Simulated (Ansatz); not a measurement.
# Cl2H7NSi3: a ladder of functionals and wavefunction methods

The task here is to estimate one member of a computed series from the others.

Computed with Ansatz 0.2.0, Gaussian basis. Level: functionals in def2-TZVPP, the program's frozen cores in correlated methods.

Levels to be run: PBE-D4, r2SCAN-D4, PBE0-D4, B3LYP-D4, ωB97X-V, ωB97M-V, B2PLYP; CCSD(T)/def2-TZVPP; MP2/def2-QZVPP; extrapolation to the limit.

### The relaxed structure

An earlier PBE0-D4 in a triple-zeta def2 set relaxation fixed the geometry.

SMILES `[SiH3]N([SiH2]Cl)[SiH2]Cl`, 13 atoms, charge 0, spin multiplicity 1.

Atoms are counted from 1 here; the program's logs count them from 0.

Bond lengths: Si1–N2 1.748 Å, Si1–H7 1.482 Å, Si1–H8 1.482 Å, Si1–H9 1.492 Å, N2–Si3 1.728 Å, N2–Si5 1.725 Å, Si3–Cl4 2.061 Å, Si3–H10 1.478 Å, Si3–H11 1.478 Å, Si5–Cl6 2.060 Å, Si5–H12 1.480 Å, Si5–H13 1.480 Å. Angles: N2–Si1–H7 112.2°, N2–Si1–H8 112.2°, N2–Si1–H9 104.1°, H7–Si1–H8 110.2°, H7–Si1–H9 108.9°, H8–Si1–H9 108.9°, Si1–N2–Si3 123.3°, Si1–N2–Si5 114.7°, Si3–N2–Si5 122.1°, N2–Si3–Cl4 106.4°, N2–Si3–H10 112.4°, N2–Si3–H11 112.4°, Cl4–Si3–H10 106.9°, Cl4–Si3–H11 107.0°, H10–Si3–H11 111.3°, N2–Si5–Cl6 107.3°, N2–Si5–H12 112.0°, N2–Si5–H13 112.0° and more.

The first run:

in.yaml

```yaml
crystal:
  periodic: [false, false, false]
  atoms:
    - {symbol: Si, position_ang: [-0.099256, 1.384544, -1.043647]}
    - {symbol: N, position_ang: [-0.005985, -0.006744, 0.010608]}
    - {symbol: Si, position_ang: [-1.129016, -0.303640, 1.289721]}
    - {symbol: Cl, position_ang: [-2.479152, 1.253313, 1.251096]}
    - {symbol: Si, position_ang: [1.306484, -1.075335, -0.322632]}
    - {symbol: Cl, position_ang: [1.201554, -2.616650, 1.039734]}
    - {symbol: H, position_ang: [-1.350330, 1.403433, -1.837140]}
    - {symbol: H, position_ang: [0.057993, 2.658957, -0.304507]}
    - {symbol: H, position_ang: [1.058228, 1.215870, -1.969227]}
    - {symbol: H, position_ang: [-0.485931, -0.283255, 2.620012]}
    - {symbol: H, position_ang: [-1.899854, -1.547632, 1.085166]}
    - {symbol: H, position_ang: [2.618191, -0.413429, -0.144683]}
    - {symbol: H, position_ang: [1.207073, -1.669422, -1.674509]}
basis:
  gaussian: {orbitals: def2-TZVPP}
hamiltonian: {xc: pbe, dispersion: d4}
output: {forces: true, orbitals: {seedname: orbitals}}
```

The run is started by

```
$ ansatz run in.yaml --threads 2 --pin off --events-out ev --progress --plain --max-ram 32768MiB --backend cuda --devices 0, --max-vram 18GiB
```

Steps of the session up to this table: PBE-D4 (GGA); r2SCAN-D4 (meta-GGA); PBE0-D4 (hybrid); B3LYP-D4 (hybrid); ωB97X-V (range-separated); ωB97M-V (range-separated); B2PLYP (double hybrid); CCSD(T) in def2-TZVPP; MP2 in def2-QZVPP.

One table of the session follows, with a row left open; its other results are not shown here.

It belongs to the step «Atomisation energies». 

```
            method  atomisation energy (kJ/mol)
            PBE-D4                            ?
         r2SCAN-D4                       4182.4
           PBE0-D4                       4142.5
          B3LYP-D4                       4170.8
           ωB97X-V                       4231.1
           ωB97M-V                       4213.2
            B2PLYP                       4113.4
     HF/def2-TZVPP                       3123.4
    MP2/def2-TZVPP                       4112.5
   CCSD/def2-TZVPP                       4013.8
CCSD(T)/def2-TZVPP                       4067.9
           MP2/CBS                       4247.4
       CCSD(T)/CBS                       4202.8
```

Estimate the missing values for PBE-D4.

As computed: atomisation energy (kJ/mol): 4160.4. In the column «atomisation energy (kJ/mol)» it lies between PBE0-D4 (4142.5) and B3LYP-D4 (4170.8).

Limits of these values: Free atoms (3 Si, 1 N, 2 Cl, 7 H) were run apart at each level; the atomisation energy is their sum less the molecule, without zero-point or spin-orbit terms.
